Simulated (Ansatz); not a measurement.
# C2H4BBrO: a ladder of functionals and wavefunction methods

One table from this session's results is given with a row withheld; the runs are named, their logs left out.

The runs use Ansatz 0.2.0, Gaussian basis; functionals in def2-TZVPP, the program's frozen cores in correlated methods.

Plan: PBE-D4, r2SCAN-D4, PBE0-D4, B3LYP-D4, ωB97X-V, ωB97M-V, B2PLYP; CCSD(T)/def2-TZVPP; MP2/def2-QZVPP; extrapolation to the limit.

### The geometry

The geometry comes from an earlier relaxation with PBE0-D4 in a triple-zeta def2 set; it is a stationary point, not always the lowest conformer.

SMILES `BrB1CCO1`, 9 atoms, charge 0, spin multiplicity 1.

Atoms are counted from 1 here; the program's logs count them from 0.

Bond lengths: Br1–B2 1.904 Å, B2–C3 1.572 Å, B2–O5 1.357 Å, C3–C4 1.533 Å, C3–H6 1.089 Å, C3–H7 1.089 Å, C4–O5 1.464 Å, C4–H8 1.090 Å, C4–H9 1.090 Å. Angles: Br1–B2–C3 137.7°, Br1–B2–O5 125.4°, C3–B2–O5 96.9°, B2–C3–C4 79.5°, B2–C3–H6 117.1°, B2–C3–H7 117.1°, C4–C3–H6 115.5°, C4–C3–H7 115.5°, H6–C3–H7 109.6°, C3–C4–O5 94.2°, C3–C4–H8 115.9°, C3–C4–H9 115.9°, O5–C4–H8 109.6°, O5–C4–H9 109.6°, H8–C4–H9 110.4°, B2–O5–C4 89.4°.

The first run:

Contents of in.yaml:

```yaml
crystal:
  periodic: [false, false, false]
  atoms:
    - {symbol: Br, position_ang: [-1.740860, 2.261157, 0.856683]}
    - {symbol: B, position_ang: [-0.721351, 0.797012, 0.191119]}
    - {symbol: C, position_ang: [0.581501, 0.011830, 0.585938]}
    - {symbol: C, position_ang: [0.174347, -0.743258, -0.684959]}
    - {symbol: O, position_ang: [-1.013257, 0.078642, -0.922945]}
    - {symbol: H, position_ang: [1.524531, 0.553880, 0.527597]}
    - {symbol: H, position_ang: [0.550822, -0.569245, 1.506777]}
    - {symbol: H, position_ang: [0.856091, -0.653065, -1.531216]}
    - {symbol: H, position_ang: [-0.123324, -1.783051, -0.546095]}
basis:
  gaussian: {orbitals: def2-TZVPP}
hamiltonian: {xc: pbe, dispersion: d4}
output: {forces: true, orbitals: {seedname: orbitals}}
```

The run is started by

```bash
ansatz run in.yaml --threads 4 --pin off --events-out ev --progress --plain --max-ram 10444MiB
```

Among the steps run: PBE-D4 (GGA); r2SCAN-D4 (meta-GGA); PBE0-D4 (hybrid); B3LYP-D4 (hybrid); ωB97X-V (range-separated); ωB97M-V (range-separated); B2PLYP (double hybrid); CCSD(T) in def2-TZVPP; MP2 in def2-QZVPP.

One of the session's tables, all rows but one given; the rest of the session is left out.

```
            method  atomisation energy (kJ/mol)
            PBE-D4                       3789.0
         r2SCAN-D4                       3706.5
           PBE0-D4                       3714.8
          B3LYP-D4                       3661.4
           ωB97X-V                       3679.6
           ωB97M-V                       3686.3
            B2PLYP                       3637.6
     HF/def2-TZVPP                            ?
    MP2/def2-TZVPP                       3684.2
   CCSD/def2-TZVPP                       3515.1
CCSD(T)/def2-TZVPP                       3578.9
           MP2/CBS                       3774.1
       CCSD(T)/CBS                       3668.7
```

Q: Estimate the row for HF/def2-TZVPP from the others.

As computed: atomisation energy (kJ/mol): 2699.5. In the column «atomisation energy (kJ/mol)» it is the lowest.
